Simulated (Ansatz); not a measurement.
# TiZn3: the cost of one run

Program: Ansatz 0.2.0. Level of theory: DFT LDA, scalar-relativistic. These are calculated values, not measurements.

## Step 1: The starting structure

The structure is cubic, space group Pm-3m (No. 221). Conventional cell: a = 3.932 Å, b = 3.932 Å, c = 3.932 Å, α = 90.00°, β = 90.00°, γ = 90.00°. Around Ti (site symmetry m-3m) lie 12 Zn at 2.78 Å. Around Zn (site symmetry 4/mmm) lie 4 Ti at 2.78 Å and 8 Zn at 2.78 Å.

Coordinates:

```
CELL_PARAMETERS angstrom
3.93220 0.00000 0.00000
0.00000 3.93220 0.00000
0.00000 0.00000 3.93220
ATOMIC_POSITIONS crystal
Ti 0.00000 0.00000 0.00000
Zn 0.00000 0.50000 0.50000
Zn 0.50000 0.00000 0.50000
Zn 0.50000 0.50000 0.00000
```

Atoms are numbered in the order of the input: Ti1, Zn2, Zn3, Zn4.

## Step 2: Volume × 0.94, LAPW

Input file input.yaml:

```yaml
crystal:
  lattice:
    - [3.8519284967, 0.0, 0.0]
    - [0.0, 3.8519284967, 0.0]
    - [0.0, 0.0, 3.8519284967]
  atoms:
    - { symbol: Ti, position: [0.0, 0.0, 0.0] }
    - { symbol: Zn, position: [0.0, 0.5, 0.5] }
    - { symbol: Zn, position: [0.5, 0.0, 0.5] }
    - { symbol: Zn, position: [0.5, 0.5, 0.0] }
kpoints:
  mp_grid: { grid: [9, 9, 9] }
  band_path:
    path:
      - [0.0, 0.0, 0.0]
      - [0.0, 0.5, 0.0]
      - [0.5, 0.5, 0.0]
      - [0.0, 0.0, 0.0]
      - [0.5, 0.5, 0.5]
      - [0.0, 0.5, 0.0]
      - [0.5, 0.5, 0.5]
      - [0.5, 0.5, 0.0]
    npoints: 5
scf:
  occupations: { method: fermi_dirac, width: 0.05 }
hamiltonian:
  xc: lda
  pseudopotentials: { kind: all_electron, lapw: { basis_error: 0.001 } }
output:
  forces: true
  stress: true
  eigenvalues: true
```

On the command line:

```console
ansatz run input.yaml --threads 1 --pin off --max-ram 4096MiB --backend cpu --events-out ev --progress --plain --runs-dir out
```

Q: Estimate wall time and peak memory on 1 thread of Arm Neoverse V1, shared host.

About 42 s, with a peak of 0.44 GiB.
